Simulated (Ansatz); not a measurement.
# C3H7GeN: up Jacob's ladder to CCSD(T)

Aim: compute C3H7GeN with functionals from several rungs and with coupled cluster, and see how far each lands from CCSD(T) at the basis-set limit for the atomisation energy.

Method: functionals in def2-TZVPP, the program's frozen cores in correlated methods; program: Ansatz 0.2.0, Gaussian basis.

Levels to be run: PBE-D4, r2SCAN-D4, PBE0-D4, B3LYP-D4, ωB97X-V, ωB97M-V, B2PLYP; CCSD(T)/def2-TZVPP; MP2/def2-QZVPP; extrapolation to the limit.

## Step 1: Structure used throughout

All runs share one geometry, relaxed beforehand with PBE0-D4 in a triple-zeta def2 set.

12 atoms, charge 0, spin multiplicity 1.

Atoms are counted from 1 here; the program's logs count them from 0.

Bond lengths: C1–N2 1.264 Å, C1–Ge5 1.967 Å, C1–H6 1.090 Å, N2–C3 1.457 Å, C3–C4 1.543 Å, C3–H7 1.094 Å, C3–H8 1.094 Å, C4–Ge5 1.959 Å, C4–H9 1.090 Å, C4–H10 1.090 Å, Ge5–H11 1.539 Å, Ge5–H12 1.539 Å. Angles: N2–C1–Ge5 113.8°, N2–C1–H6 118.0°, Ge5–C1–H6 128.2°, C1–N2–C3 117.6°, N2–C3–C4 116.0°, N2–C3–H7 106.4°, N2–C3–H8 106.2°, C4–C3–H7 111.1°, C4–C3–H8 111.0°, H7–C3–H8 105.5°, C3–C4–Ge5 104.4°, C3–C4–H9 111.6°, C3–C4–H10 111.8°, Ge5–C4–H9 110.3°, Ge5–C4–H10 111.2°, H9–C4–H10 107.6°, C1–Ge5–C4 88.2°, C1–Ge5–H11 114.1° and more.

## Step 2: PBE-D4 (GGA)

in.yaml reads:

```yaml
crystal:
  periodic: [false, false, false]
  atoms:
    - {symbol: C, position_ang: [-1.433774, 0.098600, 0.695748]}
    - {symbol: N, position_ang: [-0.519539, -0.151724, 1.532075]}
    - {symbol: C, position_ang: [0.840490, -0.283061, 1.025620]}
    - {symbol: C, position_ang: [1.024541, -0.043544, -0.487147]}
    - {symbol: Ge, position_ang: [-0.791144, 0.262692, -1.155799]}
    - {symbol: H, position_ang: [-2.455006, 0.192511, 1.065765]}
    - {symbol: H, position_ang: [1.456341, 0.405551, 1.611563]}
    - {symbol: H, position_ang: [1.174983, -1.286299, 1.307189]}
    - {symbol: H, position_ang: [1.650955, 0.827095, -0.682085]}
    - {symbol: H, position_ang: [1.486474, -0.899589, -0.978430]}
    - {symbol: H, position_ang: [-1.330535, -0.820895, -2.107022]}
    - {symbol: H, position_ang: [-1.026786, 1.643463, -1.793476]}
basis:
  gaussian: {orbitals: def2-TZVPP}
hamiltonian: {xc: pbe, dispersion: d4}
output: {forces: true, orbitals: {seedname: orbitals}}
```

On the command line:

```
> ansatz run in.yaml --threads 4 --pin off --events-out ev --progress --plain --max-ram 10444MiB
```

Further steps of the session: r2SCAN-D4 (meta-GGA); PBE0-D4 (hybrid); B3LYP-D4 (hybrid); ωB97X-V (range-separated); ωB97M-V (range-separated); B2PLYP (double hybrid); CCSD(T) in def2-TZVPP; MP2 in def2-QZVPP.

**Question.** What will the summary of the whole plan be? Wanted: atomisation energy, CCSD(T)/CBS; farthest; mean size of error, hybrid; mean size of error, range-separated; gap, smallest and largest; T1 diagnostic; triples share of the correlation energy.

As calculated:

| quantity | value |
| --- | --- |
| atomisation energy, CCSD(T)/CBS | 1082.0 kcal/mol |
| functionals within 10.8 kcal/mol (1.0 %) | r2SCAN-D4, PBE0-D4, B3LYP-D4, ωB97X-V, ωB97M-V |
| farthest | PBE-D4 (+27.0 kcal/mol) |
| mean size of error, hybrid | 3.8 kcal/mol |
| mean size of error, range-separated | 2.2 kcal/mol |
| gap, smallest and largest | 3.98 eV (PBE-D4), 11.03 eV (ωB97X-V) |
| T1 diagnostic | 0.0124 |
| triples share of the correlation energy | 4.3 % |

In words: PBE-D4 is off by +27.0 kcal/mol. Double hybrids carry the basis error of their MP2 part in triple zeta, and no dispersion term here, so their miss is partly the set-up's. The reference freezes the cores and leaves out relativity and excitations past (T), and its outer-core shells are covered unevenly, so misses under about 10.8 kcal/mol can't be ranked. Hartree-Fock recovers 71 % of the binding; the rest is correlation. The gap grows from 4.0 to 11.0 eV across the functionals, mostly with the share of exact exchange. Correlated methods include outer-core shells of Ge, which these sets cover unevenly.
